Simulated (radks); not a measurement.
# Co¹⁵⁺ in [Ne] 3s2: an all-electron calculation

What are the levels of the cobalt ion Co15+, how large are its shells, and how does its energy divide?

The numbers are computed with radks (a radial shooting solver on a logarithmic mesh, Libxc functionals) version 1 (Dirac Kohn-Sham, LDA (Slater exchange, Perdew-Wang correlation), spin-unpolarised, spherical densities, point nucleus), except any that are marked as measured or tabulated.

## Step 1: Starting point

```
element       : cobalt (Z = 27)
charge        : +15
electrons     : 12
configuration : [Ne] 3s2
```

The outer shells:

Co¹⁵⁺
```
[Ne] core
3s [↑↓]
```

## Step 2: The run

Settings of this run:

```text
Z 27
configuration [Ne] 3s2
relativity Dirac
functional lda,pw
spin unpolarised
j_filling energy
nucleus point
c 137.035999084
```

Command:

```sh
$ python run_ks.py task.json out
```

The same process makes all the runs of this session.

**Question.** What will this run give?

**Answer**, as computed:

| quantity | value |
| --- | --- |
| total energy | -1283.74354 hartree |
| exchange-correlation share of it | 3.29 % |
| −T/E | 1.0161 |
| highest occupied level | 3s1/2, -496.23 eV |
| most extended occupied level | 3s1/2, <r> = 0.648 bohr |
| radius at density 0.001 e/bohr³ | 1.48 bohr |
| maxima of the radial density | 2 |
| ionisation energy, NIST | 512.0 (semi-emp.) eV |

**Reading.** The radial density shows 2 maxima for 3 occupied principal shells; where shells overlap, one shows as a shoulder or not at all. −T/E is 1.016: with relativity the kinetic term as defined here no longer equals −E. Minus the highest eigenvalue, 496.23 eV, is 97 % of the tabulated ionisation energy (512.0 eV). 
